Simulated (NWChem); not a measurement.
**SiBrCl3 (bromotrichlorosilane) at 4 levels**

Wanted: a comparison of 4 runs (HF/STO-3G, HF/3-21G, B3LYP/6-31G*) of SiBrCl3 (bromotrichlorosilane). 

Program for the calculation: NWChem 7.3.0.

1 further run of the same task is left out (it didn't finish).

## (1) The molecule

SiBrCl3: 5 atoms, total charge 0, spin state singlet. As SMILES, `Cl[Si](Cl)(Cl)Br`. Geometry: relaxed at PBE0-D4/def2-TZVP.

Bond lengths: Cl1–Si2 2.023 Å, Si2–Cl3 2.023 Å, Si2–Cl4 2.023 Å, Si2–Br5 2.188 Å. Angles: Cl1–Si2–Cl3 109.3°, Cl1–Si2–Cl4 109.3°, Cl1–Si2–Br5 109.7°, Cl3–Si2–Cl4 109.3°, Cl3–Si2–Br5 109.7°, Cl4–Si2–Br5 109.7°.

## (2) Energy and forces at HF/STO-3G (run 1)

mymol.xyz

```xyz
5

Cl    -0.852900    -0.217700     1.821600
Si     0.003400    -0.042600    -0.003200
Cl     1.690500    -1.158200    -0.059200
Cl    -1.285700    -0.709700    -1.412800
Br     0.494400     2.054400    -0.387900
```

mymol.nw

```
start mymol
memory stack 880 mb heap 220 mb global 1100 mb
geometry noautosym nocenter noautoz
load mymol.xyz
end
basis spherical bse
* library STO-3G
end
scf
thresh 1e-08
maxiter 80
end
task scf gradient
```

Launch:

```bash
nwchem mymol.nw > mymol.out
```

The log of the run:

```text
[...]
  functions       =    54
[...]
  wavefunction    = RHF
[...]
         Total SCF energy =  -4194.209719634583
      One-electron energy =  -7280.072532134696
      Two-electron energy =   2367.294234120443
 Nuclear repulsion energy =    718.568578379670
        Time for solution =      4.5s
[...]
                         RHF ENERGY GRADIENTS
    atom               coordinates                        gradient
                 x          y          z           x          y          z
   1 Cl     -1.611747  -0.411393   3.442325    0.013068   0.004377  -0.027281
   2 Si      0.006425  -0.080502  -0.006047   -0.007143  -0.030382   0.005573
   3 Cl      3.194582  -2.188681  -0.111872   -0.024474   0.018254   0.000499
   4 Cl     -2.429621  -1.341139  -2.669805    0.019461   0.011647   0.020494
   5 Br      0.934281   3.882253  -0.733025   -0.000911  -0.003895   0.000714
[...]
```

It took 7.2 s on 1 thread of AMD EPYC 7R13 (Zen 3), shared host; peak memory 0.1 GiB.

## (3) Energy and gradient at HF/3-21G (run 2)

calc.nw

```
start calc
memory stack 880 mb heap 220 mb global 1100 mb

geometry units angstrom noautosym nocenter noautoz
  Cl   -0.852900   -0.217700    1.821600
  Si    0.003400   -0.042600   -0.003200
  Cl    1.690500   -1.158200   -0.059200
  Cl   -1.285700   -0.709700   -1.412800
  Br    0.494400    2.054400   -0.387900
end

basis spherical bse
  * library 3-21G
end

scf
  thresh 1e-08
  maxiter 80
end

task scf gradient
```

Launch:

```bash
nwchem calc.nw > calc.out
```

The log of the run:

```text
[...]
  functions       =    74
[...]
  wavefunction    = RHF
[...]
         Total SCF energy =  -4219.472098424250
      One-electron energy =  -7298.370128891283
      Two-electron energy =   2360.329452087363
 Nuclear repulsion energy =    718.568578379669
        Time for solution =      6.4s
[...]
                         RHF ENERGY GRADIENTS
    atom               coordinates                        gradient
                 x          y          z           x          y          z
   1 Cl     -1.611747  -0.411393   3.442325    0.020336   0.005228  -0.042982
   2 Si      0.006425  -0.080502  -0.006047   -0.004129  -0.017531   0.003216
   3 Cl      3.194582  -2.188681  -0.111872   -0.039262   0.027263   0.001107
   4 Cl     -2.429621  -1.341139  -2.669805    0.030482   0.016764   0.032839
   5 Br      0.934281   3.882253  -0.733025   -0.007427  -0.031725   0.005820
[...]
```

Run time: 9 s. Hardware: 1 thread of AMD EPYC 7R13 (Zen 3), shared host; peak memory 0.099 GiB.

Run 3 isn't shown in full; the table further down has it.

## (4) Energy and gradient at B3LYP/6-31G(d) (spherical functions) (run 4)

run.nw

```
start run
title "BrCl3Si gradient"
memory total 2200 mb
charge 0

geometry noautosym nocenter noautoz
Cl   -0.852900   -0.217700    1.821600
Si    0.003400   -0.042600   -0.003200
Cl    1.690500   -1.158200   -0.059200
Cl   -1.285700   -0.709700   -1.412800
Br    0.494400    2.054400   -0.387900
end

basis spherical bse
* library 6-31G*
end

dft
xc b3lyp
grid fine
convergence energy 1e-08
maxiter 100
mulliken
end

task dft gradient
```

Launch:

```bash
nwchem run.nw > run.out
```

The log of the run:

```text
[...]
          Wavefunction type:  closed shell.
          No. of atoms     :     5
          No. of electrons :   100
[...]
          Charge           :     0
          Spin multiplicity:     1
[...]
          AO basis - number of functions:   104
[...]
              XC Information
              --------------
                         B3LYP Method XC Potential
                     Hartree-Fock (Exact) Exchange  0.200
                        Slater Exchange Functional  0.800 local
                    Becke 1988 Exchange Functional  0.720 non-local
              Lee-Yang-Parr Correlation Functional  0.810
                  VWN I RPA Correlation Functional  0.190 local
[...]
 d= 0,ls=0.0,diis     1  -4244.0295183644 -4.96D+03  1.75D-02  8.40D-01     4.4
[...]
 d= 0,ls=0.0,diis     8  -4244.1343497593  1.68D-09  4.20D-06  1.54D-07    25.8
         Total DFT energy =    -4244.134349759333
      One electron energy =    -7321.907352208448
           Coulomb energy =     2556.456422841579
    Exchange-Corr. energy =     -197.251998772134
 Nuclear repulsion energy =      718.568578379669
[...]
      Total Density - Mulliken Population Analysis
     ---------------------------------------------
    Atom       Charge   Shell Charges
 -----------   ------   -------------------------------------------------------
    1 Cl  17    17.13   2.00  2.00  5.97  1.41  3.65  0.53  1.54  0.02
    2 Si  14    13.50   2.00  1.99  5.96  1.03  1.75  0.02  0.38  0.36
    3 Cl  17    17.13   2.00  2.00  5.97  1.41  3.65  0.53  1.54  0.02
    4 Cl  17    17.13   2.00  2.00  5.97  1.41  3.65  0.53  1.54  0.02
    5 Br  35    35.12   2.00  2.00  6.00  2.00  5.99  1.64  3.87  0.30  1.30  6.95  2.92  0.16
[...]
  wavefunction    = closed shell
                         DFT ENERGY GRADIENTS
    atom               coordinates                        gradient
                 x          y          z           x          y          z
   1 Cl     -1.611747  -0.411393   3.442325    0.004967   0.001270  -0.010498
   2 Si      0.006425  -0.080502  -0.006047   -0.000618  -0.002549   0.000467
   3 Cl      3.194582  -2.188681  -0.111872   -0.009581   0.006647   0.000272
   4 Cl     -2.429621  -1.341139  -2.669805    0.007445   0.004090   0.008024
   5 Br      0.934281   3.882253  -0.733025   -0.002213  -0.009458   0.001735
[...]
```

It took 41 s on 1 thread of AMD EPYC 7R13 (Zen 3), shared host; peak memory 0.13 GiB.

## (5) Overview of the runs

| run | level | Cartesian functions | iteration cap | energy (Eh) | dipole moment (D) | HOMO energy (eV) | LUMO energy (eV) | wall time |
| --- | --- | --- | --- | --- | --- | --- | --- | --- |
| 1 | HF/STO-3G | no | 80 | -4194.209720 | 0.95 | -10.28 | 5.20 | 7.2 s |
| 2 | HF/3-21G | no | 80 | -4219.472098 | 0.86 | -12.58 | 1.95 | 9 s |
| 3 | B3LYP/6-31G* (Cartesian functions) | yes | 100 | -4244.154053 | – | – | – | 44 s |
| 4 | B3LYP/6-31G* (spherical functions) | no | 100 | -4244.134350 | 0.23 | -8.82 | -1.32 | 41 s |

## (6) What came out

| quantity | value |
| --- | --- |
| run 4: total energy | -4244.13435 Eh |
| run 4: dipole moment | 0.23 D |
| run 4: HOMO energy | -8.82 eV |
| run 4: LUMO energy | -1.32 eV |
| run 4: HOMO–LUMO gap | 7.51 eV |
| run 4: largest force on an atom | 0.601 eV/Å |

Over runs 1, 2, 4 the dipole moment (its size) runs from 0.23 D (B3LYP/6-31G*) to 0.95 D (HF/STO-3G). The two ends differ in method and basis. Over runs 1, 2, 4 the HOMO–LUMO gap runs from 7.51 eV (B3LYP/6-31G*) to 15.48 eV (HF/STO-3G). In run 1 the basis is minimal, so the values are rough. All runs together took 1.7 min, the longest 44 s.
